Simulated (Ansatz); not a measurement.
CaNi2:

```
Ni Ca
1.0
     0.00000    3.56266    3.56266
     3.56266    0.00000    3.56266
     3.56266    3.56266    0.00000
Ni Ca
4 2
Cartesian
  2.6720 2.6720 0.8907
  2.6720 0.8907 2.6720
  0.8907 2.6720 2.6720
  0.8907 0.8907 0.8907
  5.3440 5.3440 5.3440
  3.5627 3.5627 3.5627
```

The cell is a database's computed one.

| Property | Result |
| --- | --- |
| Program | Ansatz 0.2.0 |
| Task | relaxation of cell and atoms |
| Functional | BPBE |
| Potentials or basis | Ansatz PAW |
| Cutoff | 420 eV (not typed: the program's choice for these potentials) |
| k mesh | 7 × 7 × 7 |
| Occupations | fermi-dirac, width 0.05 eV |
| Spin | collinear spin, ferromagnetic start |
| Starting moments | [1.0, 1.0, 1.0, 1.0, 0.0, 0.0] μB |

At the start: volume 15.07 Å³/atom.

How do energy, volume and symmetry change on relaxing?

It ends after 4 steps and the volume is 15.50 Å³/atom (+2.9 %); space group Fd-3m (No. 227, to 0.05 Å); moment 0.00 μB per cell.

The path:
| step | energy change (eV) | largest force (eV/Å) | volume (Å³) |
| --- | --- | --- | --- |
| 1 | 0.0000 | 0.0000 | 90.44 |
| 2 | -0.0211 | 0.0000 | 92.60 |
| 3 | -0.0217 | 0.0000 | 93.03 |
| 4 | -0.0220 | 0.0000 | 93.03 |

Final structure:
```
CELL_PARAMETERS angstrom
0.00000 3.59632 3.59632
3.59632 0.00000 3.59632
3.59632 3.59632 0.00000
ATOMIC_POSITIONS crystal
Ni 0.12500 0.12500 0.62500
Ni 0.12500 0.62500 0.12500
Ni 0.62500 0.12500 0.12500
Ni 0.12500 0.12500 0.12500
Ca 0.75000 0.75000 0.75000
Ca 0.50000 0.50000 0.50000
```

Caveat: the plane-wave basis is chosen anew once the cell has moved, so the energies of steps on either side of that aren't comparable; the PAW data sets come from PBE, with cores solved anew for the run's functional, which leaves a small shift of forces and pressure; the starting moments weren't kept.
